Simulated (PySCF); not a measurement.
**[BiF6]−: forces at shaken geometries**

How stiff is [BiF6]−? Its atoms are displaced at random by several amounts. The species was built from a template and needn't be a known compound.

Computed with PySCF 2.14.0. Level: TPSS, Bi def2-SVP with ECP60, F def2-SVP; scalar-relativistic core potentials, no spin–orbit coupling.

5 further runs of the same task are left out: 2 for a known fault of the program, 1 that didn't finish, 2 set aside as unsound or not needed.

**1. Where the work starts**

7 atoms, charge -1, spin multiplicity 1.

Bond lengths: Bi1–F2 2.056 Å, Bi1–F3 2.056 Å, Bi1–F4 2.056 Å, Bi1–F5 2.056 Å, Bi1–F6 2.056 Å, Bi1–F7 2.056 Å. Angles: F2–Bi1–F3 89.8°, F2–Bi1–F4 90.1°, F2–Bi1–F5 89.8°, F2–Bi1–F6 179.8°, F2–Bi1–F7 90.3°, F3–Bi1–F4 89.5°, F3–Bi1–F5 90.3°, F3–Bi1–F6 90.4°, F3–Bi1–F7 179.9°, F4–Bi1–F5 179.8°, F4–Bi1–F6 90.0°, F4–Bi1–F7 90.4°, F5–Bi1–F6 90.1°, F5–Bi1–F7 89.8°, F6–Bi1–F7 89.5°.

Geometry (Å):

```xyz
7
charge -1, multiplicity 1
Bi    0.00621   -0.00003    0.00000
F     1.45876   -0.84106    1.18731
F     0.01134    1.67437    1.19389
F    -1.45141   -0.82349    1.19322
F     1.46601    0.82839   -1.18728
F    -1.44420    0.83603   -1.19324
F    -0.00314   -1.67440   -1.19389
```

Formal oxidation states: Bi +5. An earlier session relaxed this geometry at TPSS, Bi def2-SVP with ECP60, F def2-SVP (singlet, point group Oh).

Its energy there is -813.305297 Eh.

**2. Atoms moved at random, σ = 0.1 Å**

The input, run.py (the lines that set the calculation):

```python
mol = gto.M(atom='''
Bi     0.02387     0.04086    -0.07425
F      1.54965    -0.78971     1.17767
F      0.19318     1.62443     1.12997
F     -1.64045    -0.74054     1.06127
F      1.45539     0.71935    -1.18720
F     -1.44149     0.97745    -1.11939
F     -0.09656    -1.83204    -0.98807''',
    basis={'Bi': 'def2-SVP', 'F': 'def2-SVP'},
    ecp={'Bi': 'def2-SVP'},
    charge=-1, spin=0)
mf = dft.RKS(mol, xc='TPSS')
mf.grids.atom_grid = (50, 194)
mf = mf.density_fit()  # fitting sets: Bi def2-universal-JKFIT, F def2-universal-JKFIT
mf.conv_tol = 1e-08; mf.max_cycle = 55
mf.kernel(dm0)  # dm0: the density of the relaxed state
```

Started as:

```console
OMP_NUM_THREADS=2 python run.py
```

The log of the run:

```text
init E= -813.292962058272
  HOMO = -0.147342282747901  LUMO = -0.0345798866560365  gap/eV = 3.06842
cycle= 1 E= -813.282903955498  delta_E= 0.0101  |g|= 0.145  |ddm|= 0.534
  HOMO = -0.0909661656450609  LUMO = -0.0136920278772727  gap/eV = 2.10274
cycle= 2 E= -813.254737083379  delta_E= 0.0282  |g|= 0.404  |ddm|= 0.545
  HOMO = -0.12167047905477  LUMO = -0.016998025780623  gap/eV = 2.84828
cycle= 3 E= -813.287427508379  delta_E= -0.0327  |g|= 0.0566  |ddm|= 0.391
  HOMO = -0.120251647971751  LUMO = -0.0184748000893649  gap/eV = 2.76949
cycle= 4 E= -813.287508874549  delta_E= -8.14e-05  |g|= 0.0547  |ddm|= 0.106
  HOMO = -0.123169340072798  LUMO = -0.019135591795834  gap/eV = 2.83090
cycle= 5 E= -813.288108070867  delta_E= -0.000599  |g|= 0.00649  |ddm|= 0.0547
  HOMO = -0.123094863393737  LUMO = -0.0190940303988469  gap/eV = 2.83001
cycle= 6 E= -813.288113728882  delta_E= -5.66e-06  |g|= 0.00401  |ddm|= 0.00991
  HOMO = -0.123266050567379  LUMO = -0.0190382204476975  gap/eV = 2.83618
cycle= 7 E= -813.288116285745  delta_E= -2.56e-06  |g|= 0.0018  |ddm|= 0.00491
  HOMO = -0.123187370486544  LUMO = -0.0190192911591716  gap/eV = 2.83456
cycle= 8 E= -813.288116903872  delta_E= -6.18e-07  |g|= 0.000454  |ddm|= 0.00205
  HOMO = -0.123192444924958  LUMO = -0.0190278637172838  gap/eV = 2.83446
cycle= 9 E= -813.288116940429  delta_E= -3.66e-08  |g|= 0.000187  |ddm|= 0.000546
  HOMO = -0.123197664388128  LUMO = -0.019034731068345  gap/eV = 2.83442
cycle= 10 E= -813.288116946928  delta_E= -6.5e-09  |g|= 2.32e-05  |ddm|= 0.000159
  HOMO = -0.123198545511714  LUMO = -0.0190317960677753  gap/eV = 2.83452
Extra cycle  E= -813.288116946015  delta_E= 9.13e-10  |g|= 7.05e-05  |ddm|= 9.85e-05
converged SCF energy = -813.288116946015
```

Wall time 4.9 s (2 threads of Arm Neoverse V2, shared host).

Result: E = -813.288117 Eh (+0.467 eV from the relaxed state), HOMO -3.35 eV, LUMO -0.52 eV, Mulliken charge on Bi1 +1.49 e, largest force component 3.702 eV/Å. 

| atom | Fx | Fy | Fz (eV/Å) |
| --- | --- | --- | --- |
| Bi1 | -2.115 | -3.702 | 3.159 |
| F2 | -0.929 | 0.320 | -0.647 |
| F3 | -0.024 | 1.093 | 0.682 |
| F4 | 1.144 | 0.512 | -0.470 |
| F5 | 1.948 | 0.959 | -2.007 |
| F6 | -0.156 | 0.208 | -0.545 |
| F7 | 0.132 | 0.610 | -0.171 |

**3. Atoms moved at random, σ = 0.1 Å**

The input, run.py (the lines that set the calculation):

```python
mol = gto.M(atom='''
Bi     0.03447     0.00618     0.12913
F      1.38551    -0.81921     1.24685
F     -0.00924     1.66914     1.11118
F     -1.50622    -0.70408     1.21109
F      1.50228     0.79042    -1.12143
F     -1.34489     0.83192    -1.28470
F     -0.01834    -1.77456    -1.29212''',
    basis={'Bi': 'def2-SVP', 'F': 'def2-SVP'},
    ecp={'Bi': 'def2-SVP'},
    charge=-1, spin=0)
mf = dft.RKS(mol, xc='TPSS')
mf.grids.atom_grid = (50, 194)
mf = mf.density_fit()  # fitting sets: Bi def2-universal-JKFIT, F def2-universal-JKFIT
mf.conv_tol = 1e-08; mf.max_cycle = 55
mf.kernel(dm0)  # dm0: the density of the relaxed state
```

Started as:

```console
OMP_NUM_THREADS=2 python run.py
```

The log of the run:

```text
init E= -813.299925377321
  HOMO = -0.147082278293844  LUMO = -0.0355693607084433  gap/eV = 3.03442
cycle= 1 E= -813.263964332286  delta_E= 0.036  |g|= 0.223  |ddm|= 0.543
  HOMO = -0.0299554510957851  LUMO = -0.00487074035728341  gap/eV = 0.68259
cycle= 2 E= -813.032753751809  delta_E= 0.231  |g|= 1.03  |ddm|= 1.35
  HOMO = -0.101792165732264  LUMO = -0.0159737006199379  gap/eV = 2.33524
cycle= 3 E= -813.26916383812  delta_E= -0.236  |g|= 0.19  |ddm|= 1.17
  HOMO = -0.1044897582438  LUMO = -0.0180500983745553  gap/eV = 2.35214
cycle= 4 E= -813.275659106907  delta_E= -0.0065  |g|= 0.0752  |ddm|= 0.248
  HOMO = -0.107694695591091  LUMO = -0.0199247112656806  gap/eV = 2.38834
cycle= 5 E= -813.276562802081  delta_E= -0.000904  |g|= 0.0349  |ddm|= 0.0883
  HOMO = -0.108674135979102  LUMO = -0.0200337671828343  gap/eV = 2.41203
cycle= 6 E= -813.276784354902  delta_E= -0.000222  |g|= 0.0113  |ddm|= 0.0397
  HOMO = -0.108930339959254  LUMO = -0.0198617727412369  gap/eV = 2.42368
cycle= 7 E= -813.276808211538  delta_E= -2.39e-05  |g|= 0.00452  |ddm|= 0.0132
  HOMO = -0.108930067685595  LUMO = -0.019774612900914  gap/eV = 2.42604
cycle= 8 E= -813.276812073864  delta_E= -3.86e-06  |g|= 0.00113  |ddm|= 0.00393
  HOMO = -0.109017209048991  LUMO = -0.0197899670387116  gap/eV = 2.42800
cycle= 9 E= -813.27681231203  delta_E= -2.38e-07  |g|= 0.000628  |ddm|= 0.00132
  HOMO = -0.109068153229003  LUMO = -0.0198002970203319  gap/eV = 2.42910
cycle= 10 E= -813.276812389526  delta_E= -7.75e-08  |g|= 0.000118  |ddm|= 0.000702
  HOMO = -0.109060516311986  LUMO = -0.0197938095258756  gap/eV = 2.42907
cycle= 11 E= -813.276812392438  delta_E= -2.91e-09  |g|= 3.88e-05  |ddm|= 0.000126
  HOMO = -0.109050564640692  LUMO = -0.0197946043549031  gap/eV = 2.42878
Extra cycle  E= -813.276812388209  delta_E= 4.23e-09  |g|= 0.000146  |ddm|= 0.000192
converged SCF energy = -813.276812388209
```

It took 5.2 s on 2 threads of Arm Neoverse V2, shared host.

It gives: E = -813.276812 Eh (+0.775 eV from the relaxed state), HOMO -2.97 eV, LUMO -0.54 eV, Mulliken charge on Bi1 +1.49 e, largest force component 6.947 eV/Å. 

| atom | Fx | Fy | Fz (eV/Å) |
| --- | --- | --- | --- |
| Bi1 | -1.932 | -1.800 | -6.947 |
| F2 | 1.911 | -1.217 | 1.766 |
| F3 | 0.007 | 2.501 | 1.702 |
| F4 | -0.554 | -0.439 | 0.596 |
| F5 | -0.088 | -0.176 | 0.374 |
| F6 | 0.550 | -0.415 | 0.882 |
| F7 | 0.105 | 1.546 | 1.628 |

**4. Atoms moved at random, σ = 0.06 Å**

The input, run.py (the lines that set the calculation):

```python
mol = gto.M(atom='''
Bi    -0.00880    -0.00088    -0.04857
F      1.49249    -0.94963     1.13546
F     -0.00780     1.83350     1.23477
F     -1.48504    -0.87329     1.20135
F      1.53815     0.83094    -1.12549
F     -1.45147     0.84630    -1.17389
F     -0.03397    -1.68714    -1.22362''',
    basis={'Bi': 'def2-SVP', 'F': 'def2-SVP'},
    ecp={'Bi': 'def2-SVP'},
    charge=-1, spin=0)
mf = dft.RKS(mol, xc='TPSS')
mf.grids.atom_grid = (50, 194)
mf = mf.density_fit()  # fitting sets: Bi def2-universal-JKFIT, F def2-universal-JKFIT
mf.conv_tol = 1e-08; mf.max_cycle = 55
mf.kernel(dm0)  # dm0: the density of the relaxed state
```

Started as:

```console
OMP_NUM_THREADS=2 python run.py
```

The log of the run:

```text
init E= -813.231491436901
  HOMO = -0.164721592483825  LUMO = -0.0677196945087708  gap/eV = 2.63956
cycle= 1 E= -813.286116948034  delta_E= -0.0546  |g|= 0.163  |ddm|= 0.393
  HOMO = -0.0772446579227338  LUMO = -0.0309929221593208  gap/eV = 1.25857
cycle= 2 E= -813.204109744121  delta_E= 0.082  |g|= 0.633  |ddm|= 0.808
  HOMO = -0.128738789217338  LUMO = -0.0359460572195829  gap/eV = 2.52502
cycle= 3 E= -813.289582464153  delta_E= -0.0855  |g|= 0.122  |ddm|= 0.688
  HOMO = -0.124400821586019  LUMO = -0.0378560995778727  gap/eV = 2.35500
cycle= 4 E= -813.292249423178  delta_E= -0.00267  |g|= 0.0531  |ddm|= 0.167
  HOMO = -0.126891815839417  LUMO = -0.0395765902401486  gap/eV = 2.37597
cycle= 5 E= -813.292730094433  delta_E= -0.000481  |g|= 0.0204  |ddm|= 0.0611
  HOMO = -0.128242985454168  LUMO = -0.0399888344237453  gap/eV = 2.40152
cycle= 6 E= -813.292809313497  delta_E= -7.92e-05  |g|= 0.0052  |ddm|= 0.0217
  HOMO = -0.128132024161824  LUMO = -0.03981085534204  gap/eV = 2.40334
cycle= 7 E= -813.292812289036  delta_E= -2.98e-06  |g|= 0.00347  |ddm|= 0.00671
  HOMO = -0.128184107179715  LUMO = -0.0397774633841053  gap/eV = 2.40567
cycle= 8 E= -813.292814673899  delta_E= -2.38e-06  |g|= 0.000677  |ddm|= 0.00335
  HOMO = -0.128210709038076  LUMO = -0.039787755399189  gap/eV = 2.40611
cycle= 9 E= -813.292814730509  delta_E= -5.66e-08  |g|= 0.000463  |ddm|= 0.000942
  HOMO = -0.128230773512181  LUMO = -0.0397964840050662  gap/eV = 2.40642
cycle= 10 E= -813.292814775271  delta_E= -4.48e-08  |g|= 4.12e-05  |ddm|= 0.000468
  HOMO = -0.128234864998121  LUMO = -0.0397946751374327  gap/eV = 2.40658
cycle= 11 E= -813.292814775647  delta_E= -3.77e-10  |g|= 1.65e-05  |ddm|= 6.83e-05
  HOMO = -0.128231842933373  LUMO = -0.0397949338852932  gap/eV = 2.40649
Extra cycle  E= -813.292814775129  delta_E= 5.18e-10  |g|= 5.27e-05  |ddm|= 6.54e-05
converged SCF energy = -813.292814775129
```

Wall time 5.2 s (2 threads of Arm Neoverse V2, shared host).

It gives: E = -813.292815 Eh (+0.340 eV from the relaxed state), HOMO -3.49 eV, LUMO -1.08 eV, Mulliken charge on Bi1 +1.46 e, largest force component 2.894 eV/Å. 

| atom | Fx | Fy | Fz (eV/Å) |
| --- | --- | --- | --- |
| Bi1 | 0.827 | 0.199 | 2.894 |
| F2 | -0.803 | 0.560 | -0.538 |
| F3 | 0.008 | -1.730 | -1.141 |
| F4 | 0.670 | 0.478 | -0.580 |
| F5 | -0.197 | 0.011 | -0.065 |
| F6 | -0.471 | 0.318 | -0.488 |
| F7 | -0.035 | 0.164 | -0.083 |

**5. The displacements side by side**

| σ (Å) | energy rise (eV) | harmonic estimate −½ F·u (eV) | largest force component (eV/Å) |
| --- | --- | --- | --- |
| 0.1 | 0.467 | 0.490 | 3.70 |
| 0.1 | 0.775 | 0.751 | 6.95 |
| 0.06 | 0.340 | 0.303 | 2.89 |

Every displacement raises the energy. For a harmonic well the rise equals −½ F·u; the two differ by at most 11 % here (a move with σ = 0.06 Å), from anharmonicity, the grid and the small forces left at the relaxed point. These are double-zeta-type bases without diffuse functions. Spin–orbit coupling is left out.
